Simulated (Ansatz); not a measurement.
# CH5ClFGeN: a ladder of functionals and wavefunction methods

Aim: compute CH5ClFGeN with functionals from several rungs and with coupled cluster, and see how far each lands from CCSD(T) at the basis-set limit for the atomisation energy.

Method: functionals in def2-TZVPP, the program's frozen cores in correlated methods; program: Ansatz 0.2.0, Gaussian basis.

Plan: LDA (SPW92), PBE-D4, revPBE-D4, BLYP-D4, r2SCAN-D4, B97M-V, PBE0-D4, B3LYP-D4, r2SCANh-D4, r2SCAN0-D4, HSE06-D4, BHLYP-D4, CAM-B3LYP-D4, LC-ωPBE, ωB97X-V, ωB97M-V, B2PLYP, PBE-QIDH; CCSD(T)/def2-SVP; CCSD(T)/def2-TZVPP; MP2/def2-QZVPP; extrapolation to the limit; RPA on PBE.

### 1 Structure used throughout

All runs share one geometry, relaxed beforehand with PBE0-D4 in a triple-zeta def2 set.

SMILES `C[NH][GeH]([F])[Cl]`, 10 atoms, charge 0, spin multiplicity 1.

Atoms are counted from 1 here; the program's logs count them from 0.

Bond lengths: C1–N2 1.453 Å, C1–H6 1.097 Å, C1–H7 1.093 Å, C1–H8 1.093 Å, N2–Ge3 1.801 Å, N2–H9 1.011 Å, Ge3–F4 1.726 Å, Ge3–Cl5 2.152 Å, Ge3–H10 1.526 Å. Angles: N2–C1–H6 114.0°, N2–C1–H7 109.7°, N2–C1–H8 109.8°, H6–C1–H7 107.7°, H6–C1–H8 108.4°, H7–C1–H8 106.9°, C1–N2–Ge3 119.9°, C1–N2–H9 113.0°, Ge3–N2–H9 113.3°, N2–Ge3–F4 105.3°, N2–Ge3–Cl5 114.1°, N2–Ge3–H10 113.3°, F4–Ge3–Cl5 104.9°, F4–Ge3–H10 110.5°, Cl5–Ge3–H10 108.3°.

As a file:

```xyz
10
charge 0, multiplicity 1
C     0.96726    1.02458   -0.36266
N    -0.19459    0.59938    0.39993
Ge   -0.66466   -1.13953    0.42307
F    -2.09227   -1.21344    1.39051
Cl   -1.25514   -1.91513   -1.49525
H     0.80568    1.04638   -1.44701
H     1.80546    0.35131   -0.16457
H     1.27719    2.02139   -0.04009
H    -0.98233    1.22460    0.30140
H     0.41651   -2.05075    0.99747
```

### 2 LDA

This LDA is Slater exchange with PW92 correlation.

Input file in.yaml:

```yaml
crystal:
  periodic: [false, false, false]
  atoms:
    - {symbol: C, position_ang: [0.967261, 1.024580, -0.362658]}
    - {symbol: N, position_ang: [-0.194593, 0.599380, 0.399930]}
    - {symbol: Ge, position_ang: [-0.664665, -1.139527, 0.423072]}
    - {symbol: F, position_ang: [-2.092275, -1.213436, 1.390508]}
    - {symbol: Cl, position_ang: [-1.255145, -1.915134, -1.495247]}
    - {symbol: H, position_ang: [0.805683, 1.046382, -1.447014]}
    - {symbol: H, position_ang: [1.805462, 0.351314, -0.164567]}
    - {symbol: H, position_ang: [1.277194, 2.021386, -0.040093]}
    - {symbol: H, position_ang: [-0.982330, 1.224602, 0.301404]}
    - {symbol: H, position_ang: [0.416509, -2.050748, 0.997466]}
basis:
  gaussian: {orbitals: def2-TZVPP}
hamiltonian: {xc: lda}
output: {orbitals: {seedname: orbitals}}
```

Run with:

```bash
> ansatz run in.yaml --threads 2 --pin off --events-out ev --progress --plain --max-ram 22528MiB --backend cpu
```

Further steps of the session: PBE-D4 (GGA); revPBE-D4 (GGA); BLYP-D4 (GGA); r2SCAN-D4 (meta-GGA); B97M-V (meta-GGA); PBE0-D4 (hybrid); B3LYP-D4 (hybrid); r2SCANh-D4 (hybrid); r2SCAN0-D4 (hybrid); HSE06-D4 (hybrid); BHLYP-D4 (hybrid); CAM-B3LYP-D4 (range-separated); LC-ωPBE (range-separated); ωB97X-V (range-separated); ωB97M-V (range-separated); B2PLYP (double hybrid); PBE-QIDH (double hybrid); CCSD(T) in def2-SVP; CCSD(T) in def2-TZVPP; MP2 in def2-QZVPP; RPA on PBE orbitals.

Q: Predict the results of all the runs planned. Wanted: atomisation energy, CCSD(T)/CBS; farthest beyond LDA; mean size of error, GGA; mean size of error, meta-GGA; mean size of error, hybrid; mean size of error, range-separated; mean size of error, double hybrid; gap, smallest and largest; T1 diagnostic.

**Answer**, as computed:

| quantity | value |
| --- | --- |
| atomisation energy, CCSD(T)/CBS | 3448.9 kJ/mol |
| functionals within 34.5 kJ/mol (1.0 %) | BLYP-D4, r2SCAN-D4, B97M-V, PBE0-D4, B3LYP-D4, r2SCANh-D4, HSE06-D4, CAM-B3LYP-D4, LC-ωPBE, ωB97X-V, ωB97M-V |
| farthest beyond LDA | BHLYP-D4 (-128.4 kJ/mol) |
| mean size of error, GGA | 39.7 kJ/mol |
| mean size of error, meta-GGA | 8.2 kJ/mol |
| mean size of error, hybrid | 48.8 kJ/mol |
| mean size of error, range-separated | 11.7 kJ/mol |
| mean size of error, double hybrid | 42.9 kJ/mol |
| gap, smallest and largest | 4.98 eV (LDA (SPW92)), 12.68 eV (LC-ωPBE) |
| T1 diagnostic | 0.0108 |
| triples share of the correlation energy | 3.6 % |

In words: LDA overbinds by 514.1 kJ/mol (15 %). PBE-D4 misses by +51.1 kJ/mol. Double hybrids carry the basis error of their MP2 part in triple zeta, and no dispersion term here, so their miss is partly the set-up's. The rungs meta-GGA, range-separated miss on average by less than the doubt on the reference (34.5 kJ/mol), so they tie. Misses under about 34.5 kJ/mol are within the doubt on the reference itself, which lacks core-valence correlation, relativity and higher excitations, and its outer-core shells are covered unevenly. Hartree-Fock recovers 70 % of the binding; the rest is correlation. CCSD(T) in def2-SVP is off by -233.4 kJ/mol, more than most functionals: a good method in a small basis is no reference. The gap grows from 5.0 to 12.7 eV across the functionals, mostly with the share of exact exchange. Correlated methods include outer-core shells of Ge, which these sets cover unevenly.
